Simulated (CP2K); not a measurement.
# PBE/SZV on BN: a test of settings

Which settings matter? One reference run, then one change at a time; some changes are unwise on purpose.

Computed with CP2K 2026.2 (PBE/SZV, atoms fixed, no spin polarisation, unless a step's input says otherwise).

## Step 1: The starting structure

The structure is hexagonal, space group P6_3/mmc (No. 194). The conventional cell has a = 2.491 Å, b = 2.491 Å, c = 4.001 Å, α = 90.00°, β = 90.00°, γ = 120.00°. B (site symmetry -3m) has 6 N at 1.75 Å and 2 B at 2.00 Å in its first shell of neighbours. N (site symmetry -6m2) has 6 B at 1.75 Å in its first shell of neighbours.

Coordinates:

```cif
data_structure
_symmetry_space_group_name_H-M 'P6_3/mmc'
_symmetry_Int_Tables_number 194
_cell_length_a 2.4913
_cell_length_b 2.4913
_cell_length_c 4.0011
_cell_angle_alpha 90.000
_cell_angle_beta 90.000
_cell_angle_gamma 120.000
_cell_volume 21.51
loop_
_atom_site_label
_atom_site_type_symbol
_atom_site_symmetry_multiplicity
_atom_site_Wyckoff_symbol
_atom_site_fract_x
_atom_site_fract_y
_atom_site_fract_z
_atom_site_occupancy
B1 B 2 a 0.00000 0.00000 0.00000 1
N1 N 2 c 0.33333 0.66667 0.25000 1
```

The structure type (NiAs) is imposed and need not be the compound's stable one.

## Step 2: The reference run

A small atomic basis brings errors of its own in gap and pressure, and the grid adds noise to the pressure.

run.inp reads:

```
&GLOBAL
 PROJECT run
 RUN_TYPE ENERGY_FORCE
 PRINT_LEVEL LOW
&END GLOBAL
&FORCE_EVAL
 METHOD QS
 STRESS_TENSOR ANALYTICAL
 &DFT
  BASIS_SET_FILE_NAME BASIS_MOLOPT
  POTENTIAL_FILE_NAME GTH_POTENTIALS
  &QS
   EXTRAPOLATION USE_GUESS
  &END QS
  &MGRID
   CUTOFF 500
   REL_CUTOFF 50
  &END MGRID
  &XC
   &XC_FUNCTIONAL PBE
   &END XC_FUNCTIONAL
  &END XC
  &KPOINTS
   SCHEME MONKHORST-PACK 5 5 5
   SYMMETRY F
   FULL_GRID F
  &END KPOINTS
  &SCF
   ADDED_MOS 10
   EPS_SCF 1e-6
   MAX_SCF 80
   &DIAGONALIZATION
   &END DIAGONALIZATION
   &MIXING
    METHOD BROYDEN_MIXING
    ALPHA 0.3
   &END MIXING
   &SMEAR
    METHOD FERMI_DIRAC
    ELECTRONIC_TEMPERATURE [K] 232
   &END SMEAR
   &PRINT
    &ITERATION_INFO
    &END ITERATION_INFO
   &END PRINT
  &END SCF
  &PRINT
   &BAND_STRUCTURE
    FILE_NAME bands.bs
    ADDED_MOS 6
    &KPOINT_SET
     UNITS B_VECTOR
     SPECIAL_POINT 0.00000000 0.00000000 0.00000000
     NPOINTS 0
    &END KPOINT_SET
    &KPOINT_SET
     UNITS B_VECTOR
     SPECIAL_POINT 0.50000000 0.00000000 0.00000000
     NPOINTS 0
    &END KPOINT_SET
    &KPOINT_SET
     UNITS B_VECTOR
     SPECIAL_POINT 0.33333333 0.33333333 0.00000000
     NPOINTS 0
    &END KPOINT_SET
    &KPOINT_SET
     UNITS B_VECTOR
     SPECIAL_POINT 0.00000000 0.00000000 0.50000000
     NPOINTS 0
    &END KPOINT_SET
    &KPOINT_SET
     UNITS B_VECTOR
     SPECIAL_POINT 0.50000000 0.00000000 0.50000000
     NPOINTS 0
    &END KPOINT_SET
    &KPOINT_SET
     UNITS B_VECTOR
     SPECIAL_POINT 0.33333333 0.33333333 0.50000000
     NPOINTS 0
    &END KPOINT_SET
    &KPOINT_SET
     UNITS B_VECTOR
     SPECIAL_POINT 0.00000000 0.17968800 0.00000000
     NPOINTS 0
    &END KPOINT_SET
    &KPOINT_SET
     UNITS B_VECTOR
     SPECIAL_POINT 0.25000000 0.25000000 0.16666667
     NPOINTS 0
    &END KPOINT_SET
   &END BAND_STRUCTURE
  &END PRINT
 &END DFT
 &SUBSYS
  &CELL
   A 2.49133535 0.00000000 0.00000000
   B -1.24566768 2.15755970 0.00000000
   C 0.00000000 0.00000000 4.00105918
  &END CELL
  &COORD
   SCALED
   B -0.00000000 0.00000000 0.00000000
   B -0.00000000 0.00000000 0.50000000
   N 0.33333333 0.66666667 0.25000000
   N 0.66666667 0.33333333 0.75000000
  &END COORD
  &KIND B
   BASIS_SET SZV-MOLOPT-SR-GTH
   POTENTIAL GTH-PBE
  &END KIND
  &KIND N
   BASIS_SET SZV-MOLOPT-SR-GTH
   POTENTIAL GTH-PBE
  &END KIND
 &END SUBSYS
 &PRINT
  &STRESS_TENSOR
  &END STRESS_TENSOR
  &FORCES
  &END FORCES
 &END PRINT
&END FORCE_EVAL
```

Launch:

```bash
$ cp2k.psmp -i run.inp
```

Output, shortened:

```text
[...]
 CP2K| version string:                                       CP2K version 2026.2
[...]
                             - Atoms:                                          4
[...]
                             - Spherical basis functions:                     16
[...]
 Number of electrons:                                                         16
[...]
     1 NoMix/Diag. 0.30E+00    0.4     1.55937388       -25.7720082283 -2.58E+01
[...]
     9 Broy./Diag. 0.30E+00    0.6     0.00000034       -25.3204621032 -4.51E-06
  *** SCF run converged in     9 steps ***
[...]
  Overlap energy of the core charge distribution:               0.00000000413609
  Self energy of the core charge distribution:                -61.82011564688084
  Core Hamiltonian energy:                                     20.12260288344276
  Hartree energy:                                              23.86914994809377
  Exchange-correlation energy:                                 -7.49209929198415
  Electronic entropic energy:                                  -0.00000000000000
  Fermi energy:                                                 0.52575868084582
  Total energy:                                               -25.32046210319237
  Total energy (extrapolated to T->0):                        -25.32046210319237
[...]
 ENERGY| Total FORCE_EVAL ( QS ) energy [hartree]            -25.320462516335102
 FORCES| Atomic forces [hartree/bohr]
 FORCES|   Atom     x               y               z               |f|
 FORCES|      1 -3.04935806E-17  3.23717389E-16  8.82134539E-16   9.40151132E-16
 FORCES|      2  5.01876117E-16 -5.00115255E-16  9.92779050E-18   7.08585538E-16
 FORCES|      3  3.58114597E-08  5.39214213E-08 -3.28226241E-15   6.47300574E-08
 FORCES|      4 -3.58114624E-08 -5.39214147E-08  4.35533488E-15   6.47300534E-08
 FORCES| Sum    -2.23361169E-15  6.42669676E-15  1.96513481E-15
 FORCES| Total atomic force                                       7.08189292E-15
 STRESS| Analytical stress tensor [bar]
 STRESS|                        x                   y                   z
 STRESS|      x        2.66774545701E+05  -2.08487756884E+00  -8.71648941337E-08
 STRESS|      y       -2.08487756884E+00   2.66781699943E+05  -1.51566023724E-07
 STRESS|      z       -8.71648941337E-08  -1.51566023724E-07   3.41732095305E+05
 STRESS| 1/3 Trace                                             2.91762780316E+05
 STRESS| Determinant                                           2.43212669164E+16
[...]
```

It took 7.1 s on 2 threads of Arm Neoverse V1, shared host; peak memory 0.19 GiB.

Gap 1.67 eV; pressure 29.2 GPa.

## Step 3: Change: XC_FUNCTIONAL = PADE

Edit run.inp of step 2 so:

```diff
@@ -19,3 +19,3 @@
   &XC
-   &XC_FUNCTIONAL PBE
+   &XC_FUNCTIONAL PADE
    &END XC_FUNCTIONAL
```

Launch:

```bash
$ cp2k.psmp -i run.inp
```

Output, shortened:

```text
[...]
 CP2K| version string:                                       CP2K version 2026.2
[...]
                             - Atoms:                                          4
[...]
                             - Spherical basis functions:                     16
[...]
 Number of electrons:                                                         16
[...]
     1 NoMix/Diag. 0.30E+00    0.4     1.54662304       -25.7177404393 -2.57E+01
[...]
     9 Broy./Diag. 0.30E+00    0.6     0.00000039       -25.2613730186 -1.47E-05
  *** SCF run converged in     9 steps ***
[...]
  Overlap energy of the core charge distribution:               0.00000000413609
  Self energy of the core charge distribution:                -61.82011564688084
  Core Hamiltonian energy:                                     20.08533084073229
  Hartree energy:                                              23.89793691182944
  Exchange-correlation energy:                                 -7.42452512836823
  Electronic entropic energy:                                  -0.00000000000000
  Fermi energy:                                                 0.52782058000662
  Total energy:                                               -25.26137301855127
  Total energy (extrapolated to T->0):                        -25.26137301855127
[...]
 ENERGY| Total FORCE_EVAL ( QS ) energy [hartree]            -25.261373476016633
 FORCES| Atomic forces [hartree/bohr]
 FORCES|   Atom     x               y               z               |f|
 FORCES|      1 -1.38301431E-16  4.12365930E-16  2.96228276E-17   4.35947770E-16
 FORCES|      2 -2.20275115E-16  9.58917882E-17 -1.91031483E-16   3.06935480E-16
 FORCES|      3  7.93953775E-09  7.01408894E-08 -1.36830546E-15   7.05888137E-08
 FORCES|      4 -7.93954124E-09 -7.01408779E-08 -1.80137681E-16   7.05888027E-08
 FORCES| Sum    -3.84989988E-15  1.20251350E-14 -1.70985180E-15
 FORCES| Total atomic force                                       1.27416323E-14
[...]
```

Run time: 7 s. Hardware: 2 threads of Arm Neoverse V1, shared host; peak memory 0.19 GiB.

Totals of another method or basis aren't compared here.

## Step 4: Change: EPS_SCF = 1e-9

Edit run.inp of step 3 so:

```diff
@@ -19,3 +19,3 @@
   &XC
-   &XC_FUNCTIONAL PADE
+   &XC_FUNCTIONAL PBE
    &END XC_FUNCTIONAL
@@ -29,3 +29,3 @@
    ADDED_MOS 10
-   EPS_SCF 1e-6
+   EPS_SCF 1e-9
    MAX_SCF 80
```

Launch:

```bash
$ cp2k.psmp -i run.inp
```

Output, shortened:

```text
[...]
 CP2K| version string:                                       CP2K version 2026.2
[...]
                             - Atoms:                                          4
[...]
                             - Spherical basis functions:                     16
[...]
 Number of electrons:                                                         16
[...]
     1 NoMix/Diag. 0.30E+00    0.4     1.55937388       -25.7720082283 -2.58E+01
[...]
    13 Broy./Diag. 0.30E+00    0.6     4.2151E-10       -25.3204625106 -9.61E-09
  *** SCF run converged in    13 steps ***
[...]
  Overlap energy of the core charge distribution:               0.00000000413609
  Self energy of the core charge distribution:                -61.82011564688084
  Core Hamiltonian energy:                                     20.12260288673889
  Hartree energy:                                              23.86914957576943
  Exchange-correlation energy:                                 -7.49209933038182
  Electronic entropic energy:                                  -0.00000000000000
  Fermi energy:                                                 0.52575868659337
  Total energy:                                               -25.32046251061825
  Total energy (extrapolated to T->0):                        -25.32046251061825
[...]
 ENERGY| Total FORCE_EVAL ( QS ) energy [hartree]            -25.320462516335123
 FORCES| Atomic forces [hartree/bohr]
 FORCES|   Atom     x               y               z               |f|
 FORCES|      1  5.26671623E-17  3.75943978E-16  5.30334605E-16   6.52198205E-16
 FORCES|      2 -7.53469734E-17 -1.64258969E-16 -1.13429220E-16   2.13364391E-16
 FORCES|      3  3.58108462E-08  5.39254368E-08 -4.15866893E-15   6.47330629E-08
 FORCES|      4 -3.58108543E-08 -5.39254258E-08  2.59914772E-15   6.47330583E-08
 FORCES| Sum    -8.13007961E-15  1.11993160E-14 -1.14261582E-15
 FORCES| Total atomic force                                       1.38862682E-14
[...]
```

It took 9.6 s on 2 threads of Arm Neoverse V1, shared host; peak memory 0.19 GiB.

Against the reference run the gap moves by 0.00 eV and the energy by 0.0 meV/atom.

## Step 5: Change: KPOINTS = 4x4x4

Edit run.inp of step 4 so:

```diff
@@ -23,3 +23,3 @@
   &KPOINTS
-   SCHEME MONKHORST-PACK 5 5 5
+   SCHEME MONKHORST-PACK 4 4 4
    SYMMETRY F
@@ -29,3 +29,3 @@
    ADDED_MOS 10
-   EPS_SCF 1e-9
+   EPS_SCF 1e-6
    MAX_SCF 80
```

Launch:

```bash
$ cp2k.psmp -i run.inp
```

Output, shortened:

```text
[...]
 CP2K| version string:                                       CP2K version 2026.2
[...]
                             - Atoms:                                          4
[...]
                             - Spherical basis functions:                     16
[...]
 Number of electrons:                                                         16
[...]
     1 NoMix/Diag. 0.30E+00    0.3     1.55422922       -25.7720082283 -2.58E+01
[...]
    10 Broy./Diag. 0.30E+00    0.5     0.00000002       -25.3227385142 -1.97E-06
  *** SCF run converged in    10 steps ***
[...]
  Overlap energy of the core charge distribution:               0.00000000413609
  Self energy of the core charge distribution:                -61.82011564688084
  Core Hamiltonian energy:                                     20.10865045783903
  Hartree energy:                                              23.87929061506148
  Exchange-correlation energy:                                 -7.49056394430677
  Electronic entropic energy:                                  -0.00000000000000
  Fermi energy:                                                 0.52368915577134
  Total energy:                                               -25.32273851415102
  Total energy (extrapolated to T->0):                        -25.32273851415102
[...]
 ENERGY| Total FORCE_EVAL ( QS ) energy [hartree]            -25.322740183775629
 FORCES| Atomic forces [hartree/bohr]
 FORCES|   Atom     x               y               z               |f|
 FORCES|      1 -1.97121698E-16 -9.61555934E-17  6.34809231E-16   6.71629081E-16
 FORCES|      2  6.69362798E-16 -2.23741732E-16 -1.66657459E-15   1.80985573E-15
 FORCES|      3 -8.25198724E-04  4.76582650E-04 -1.97497006E-15   9.52934392E-04
 FORCES|      4  8.25198724E-04 -4.76582650E-04  7.27725281E-16   9.52934392E-04
 FORCES| Sum     9.06393016E-17  9.16096626E-16 -2.27901013E-15
 FORCES| Total atomic force                                       2.45791287E-15
[...]
```

Run time: 6.8 s. Hardware: 2 threads of Arm Neoverse V1, shared host; peak memory 0.19 GiB.

Against the reference run the gap moves by +0.02 eV and the energy by -15.5 meV/atom.

## Step 6: Change: ALPHA = 0.6

Edit run.inp of step 5 so:

```diff
@@ -23,3 +23,3 @@
   &KPOINTS
-   SCHEME MONKHORST-PACK 4 4 4
+   SCHEME MONKHORST-PACK 5 5 5
    SYMMETRY F
@@ -35,3 +35,3 @@
     METHOD BROYDEN_MIXING
-    ALPHA 0.3
+    ALPHA 0.6
    &END MIXING
```

Launch:

```bash
$ cp2k.psmp -i run.inp
```

Output, shortened:

```text
[...]
 CP2K| version string:                                       CP2K version 2026.2
[...]
                             - Atoms:                                          4
[...]
                             - Spherical basis functions:                     16
[...]
 Number of electrons:                                                         16
[...]
     1 NoMix/Diag. 0.60E+00    0.4     1.55937388       -25.7720082283 -2.58E+01
[...]
     8 Broy./Diag. 0.60E+00    0.6     0.00000010       -25.3204614635  2.38E-05
  *** SCF run converged in     8 steps ***
[...]
  Overlap energy of the core charge distribution:               0.00000000413609
  Self energy of the core charge distribution:                -61.82011564688084
  Core Hamiltonian energy:                                     20.12260268219450
  Hartree energy:                                              23.86915074593640
  Exchange-correlation energy:                                 -7.49209924884044
  Electronic entropic energy:                                  -0.00000000000000
  Fermi energy:                                                 0.52575867449504
  Total energy:                                               -25.32046146345430
  Total energy (extrapolated to T->0):                        -25.32046146345430
[...]
 ENERGY| Total FORCE_EVAL ( QS ) energy [hartree]            -25.320462516335091
 FORCES| Atomic forces [hartree/bohr]
 FORCES|   Atom     x               y               z               |f|
 FORCES|      1  1.52636751E-16 -2.55932211E-16  2.40046973E-16   3.82651047E-16
 FORCES|      2  2.98917777E-16  2.51748308E-17 -1.15042392E-16   3.21279258E-16
 FORCES|      3  3.58107558E-08  5.39258692E-08  1.20729464E-15   6.47333731E-08
 FORCES|      4 -3.58107600E-08 -5.39258597E-08  3.29949623E-15   6.47333675E-08
 FORCES| Sum    -3.73942063E-15  9.31154803E-15  4.63179545E-15
 FORCES| Total atomic force                                       1.10517746E-14
[...]
```

Run time: 6.5 s. Hardware: 2 threads of Arm Neoverse V1, shared host; peak memory 0.19 GiB.

Against the reference run the gap moves by 0.00 eV and the energy by 0.0 meV/atom.

## Step 7: Change: EPS_SCF = 1e-4

Edit run.inp of step 6 so:

```diff
@@ -29,3 +29,3 @@
    ADDED_MOS 10
-   EPS_SCF 1e-6
+   EPS_SCF 1e-4
    MAX_SCF 80
@@ -35,3 +35,3 @@
     METHOD BROYDEN_MIXING
-    ALPHA 0.6
+    ALPHA 0.3
    &END MIXING
```

Launch:

```bash
$ cp2k.psmp -i run.inp
```

Output, shortened:

```text
[...]
 CP2K| version string:                                       CP2K version 2026.2
[...]
                             - Atoms:                                          4
[...]
                             - Spherical basis functions:                     16
[...]
 Number of electrons:                                                         16
[...]
     1 NoMix/Diag. 0.30E+00    0.5     1.55937388       -25.7720082283 -2.58E+01
[...]
     7 Broy./Diag. 0.30E+00    0.6     0.00002228       -25.3204707639 -9.59E-04
  *** SCF run converged in     7 steps ***
[...]
  Overlap energy of the core charge distribution:               0.00000000413609
  Self energy of the core charge distribution:                -61.82011564688084
  Core Hamiltonian energy:                                     20.12256929131197
  Hartree energy:                                              23.86917310153889
  Exchange-correlation energy:                                 -7.49209751405259
  Electronic entropic energy:                                  -0.00000000000000
  Fermi energy:                                                 0.52575857352916
  Total energy:                                               -25.32047076394648
  Total energy (extrapolated to T->0):                        -25.32047076394648
[...]
 ENERGY| Total FORCE_EVAL ( QS ) energy [hartree]            -25.320462516324518
 FORCES| Atomic forces [hartree/bohr]
 FORCES|   Atom     x               y               z               |f|
 FORCES|      1  4.78468926E-16 -3.79202659E-16  5.96270556E-16   8.53384876E-16
 FORCES|      2 -1.56232262E-16 -1.21599487E-16 -7.81283649E-16   8.05977106E-16
 FORCES|      3  3.58052634E-08  5.39575923E-08 -2.06172526E-15   6.47567653E-08
 FORCES|      4 -3.58052677E-08 -5.39575803E-08  4.70877992E-15   6.47567577E-08
 FORCES| Sum    -3.90453156E-15  1.15064599E-14  2.46204156E-15
 FORCES| Total atomic force                                       1.23978077E-14
[...]
```

Wall time 6 s (2 threads of Arm Neoverse V1, shared host); peak memory 0.19 GiB.

Against the reference run the gap moves by 0.00 eV and the energy by 0.0 meV/atom.

## Step 8: Change: CHARGE = 1

Edit run.inp of step 7 so:

```diff
@@ -9,2 +9,3 @@
  &DFT
+  CHARGE 1
   BASIS_SET_FILE_NAME BASIS_MOLOPT
@@ -29,3 +30,3 @@
    ADDED_MOS 10
-   EPS_SCF 1e-4
+   EPS_SCF 1e-6
    MAX_SCF 80
```

Launch:

```bash
$ cp2k.psmp -i run.inp
```

Output, shortened:

```text
[...]
 CP2K| version string:                                       CP2K version 2026.2
[...]
                             - Atoms:                                          4
[...]
                             - Spherical basis functions:                     16
[...]
 Number of electrons:                                                         15
[...]
     1 NoMix/Diag. 0.30E+00    0.4     1.51979022       -25.8635516862 -2.59E+01
[...]
     8 Broy./Diag. 0.30E+00    0.6     0.00000085       -25.7758527608 -8.59E-05
  *** SCF run converged in     8 steps ***
[...]
  Overlap energy of the core charge distribution:               0.00000000413609
  Self energy of the core charge distribution:                -61.82011564688084
  Core Hamiltonian energy:                                     18.41500846098745
  Hartree energy:                                              24.51871831903413
  Exchange-correlation energy:                                 -6.88937866777348
  Electronic entropic energy:                                  -0.00008523025731
  Fermi energy:                                                 0.43068399955062
  Total energy:                                               -25.77585276083227
  Total energy (extrapolated to T->0):                        -25.77581014570361
[...]
 ENERGY| Total FORCE_EVAL ( QS ) energy [hartree]            -25.775873968580640
 FORCES| Atomic forces [hartree/bohr]
 FORCES|   Atom     x               y               z               |f|
 FORCES|      1 -2.07745042E-16 -3.73188128E-16  2.64733532E-15   2.68156889E-15
 FORCES|      2 -3.45600623E-16 -9.62546025E-17 -3.59675332E-15   3.61460084E-15
 FORCES|      3  1.00726443E-08  1.84622749E-07 -3.58689109E-15   1.84897316E-07
 FORCES|      4 -1.00726517E-08 -1.84622738E-07 -6.18551331E-17   1.84897305E-07
 FORCES| Sum    -7.91156495E-15  1.06136810E-14 -4.59816423E-15
 FORCES| Total atomic force                                       1.40137860E-14
[...]
```

Wall time 6.5 s (2 threads of Arm Neoverse V1, shared host); peak memory 0.19 GiB.

A charged periodic cell is another system, so nothing is compared.

## Step 9: Results

| change | ends | gap (eV) | energy (meV/atom) | pressure (GPa) | time |
| --- | --- | --- | --- | --- | --- |
| none | converged | 1.67 | 0 | 29.2 | 7.1 s |
| XC_FUNCTIONAL = PADE | converged | -0.07 | – | -6.4 | 7 s |
| EPS_SCF = 1e-9 | converged | 0.00 | 0.0 | 0.0 | 9.6 s |
| KPOINTS = 4x4x4 | converged | +0.02 | -15.5 | +0.5 | 6.8 s |
| ALPHA = 0.6 | converged | 0.00 | 0.0 | 0.0 | 6.5 s |
| EPS_SCF = 1e-4 | converged | 0.00 | 0.0 | 0.0 | 6 s |
| CHARGE = 1 | converged | – | – | – | 6.5 s |

The first row holds values, the others changes from it. Keys are the program's: temperature in eV (tblite) or K (CP2K), cutoffs in Ry, CUTOFP in Å. Among the numerical settings, KPOINTS = 4x4x4 moves the energy most (-15.5 meV/atom). The runs test settings. The reference's gap and pressure are those of this cheap level and cell, not checked here against a higher level, and such methods can miss a gap or a metal outright.
